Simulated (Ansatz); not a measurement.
**TaBO (quintet): energies up the ladder**

Wanted for TaBO (quintet): energies up the ladder. Spin multiplicity 5.

Program: Ansatz 0.2.0. Level of theory: the levels named in each step. These are calculated values, not measurements.

### 1 The system as given

Bond lengths: O1–B2 1.184 Å, B2–Ta3 2.168 Å. Angles: O1–B2–Ta3 180.0°.

Structure file:

```xyz
3

O     0.0000    0.0000   -1.5124
B     0.0000    0.0000   -0.3281
Ta    0.0000    0.0000    1.8404
```

### 2 A rough first relaxation, PBE-D4/def2-SVPD

input.yaml

```yaml
crystal:
  periodic: [false, false, false]
  atoms:
    - { symbol: O, position_ang: [0.0, 0.0, -1.51239] }
    - { symbol: B, position_ang: [0.0, 0.0, -0.32805] }
    - { symbol: Ta, position_ang: [0.0, 0.0, 1.84044] }
magnetization:
  spin_polarized: true
  initial_magnetization: 4
basis:
  gaussian: { orbitals: def2-SVPD }
hamiltonian:
  xc: pbe
  dispersion: d4
relax:
  f_tol: 0.03
  max_steps: 200
```

The run is started by

```sh
> ansatz run input.yaml --threads 4 --pin off --max-ram 10240MiB --backend cpu --events-out ev --progress --plain --runs-dir out
```

The runs that follow: Relaxation, PBE0-D4/def2-TZVPPD; Frequencies, PBE0-D4/def2-TZVPPD; Single point, PBE-D4/def2-TZVPPD; Single point, r2SCAN-D4/def2-TZVPPD; Single point, B3LYP-D4/def2-TZVPPD; Single point, wB97M-V/def2-TZVPPD; Single point, B2PLYP/def2-TZVPPD; Single point, LDA/def2-TZVPPD; Single point, PBE0-D4/def2-SVPD; Single point, PBE-D4/def2-SVPD; The anion of multiplicity 4 at the same geometry, PBE0-D4/def2-TZVPPD; The anion of multiplicity 4 at the same geometry, PBE-D4/def2-TZVPPD; The anion of multiplicity 4 at the same geometry, r2SCAN-D4/def2-TZVPPD; The anion of multiplicity 4 at the same geometry, B3LYP-D4/def2-TZVPPD; The anion of multiplicity 4 at the same geometry, wB97M-V/def2-TZVPPD; The anion of multiplicity 4 at the same geometry, B2PLYP/def2-TZVPPD; The anion of multiplicity 6 at the same geometry, PBE0-D4/def2-TZVPPD; The anion of multiplicity 6 at the same geometry, PBE-D4/def2-TZVPPD; The anion of multiplicity 6 at the same geometry, r2SCAN-D4/def2-TZVPPD; The anion of multiplicity 6 at the same geometry, B3LYP-D4/def2-TZVPPD; The anion of multiplicity 6 at the same geometry, wB97M-V/def2-TZVPPD; The anion of multiplicity 6 at the same geometry, B2PLYP/def2-TZVPPD.

Q: Predict the outcome of this session. Wanted: O1–B2 at PBE0-D4/def2-TZVPPD; B2–Ta3 at PBE0-D4/def2-TZVPPD; frequencies at PBE0-D4/def2-TZVPPD; vertical electron affinity, B2PLYP/def2-TZVPPD (for each run or level that gives them).

The runs gave:

| quantity | value |
| --- | --- |
| O1–B2 at PBE0-D4/def2-TZVPPD | 1.215 Å |
| B2–Ta3 at PBE0-D4/def2-TZVPPD | 2.225 Å |
| frequencies at PBE0-D4/def2-TZVPPD | 262 to 1892 cm⁻¹ |
| vertical electron affinity, B2PLYP/def2-TZVPPD | 1.503 eV |
| vertical electron affinity, B2PLYP/def2-TZVPPD | 0.799 eV |

No mode is imaginary, so the geometry is a minimum. For the vertical electron affinity, wB97M-V/def2-TZVPPD comes nearest to B2PLYP/def2-TZVPPD (+0.02 eV) and r2SCAN-D4/def2-TZVPPD is farthest (-0.25 eV). For the vertical electron affinity, wB97M-V/def2-TZVPPD comes nearest to B2PLYP/def2-TZVPPD (+0.05 eV) and PBE-D4/def2-TZVPPD is farthest (+0.39 eV). <S²> exceeds the pure value by up to 0.18: some mean fields break spin symmetry, which blurs their results. Heavy atoms carry effective core potentials in def2 sets, and spin-orbit coupling is left out.
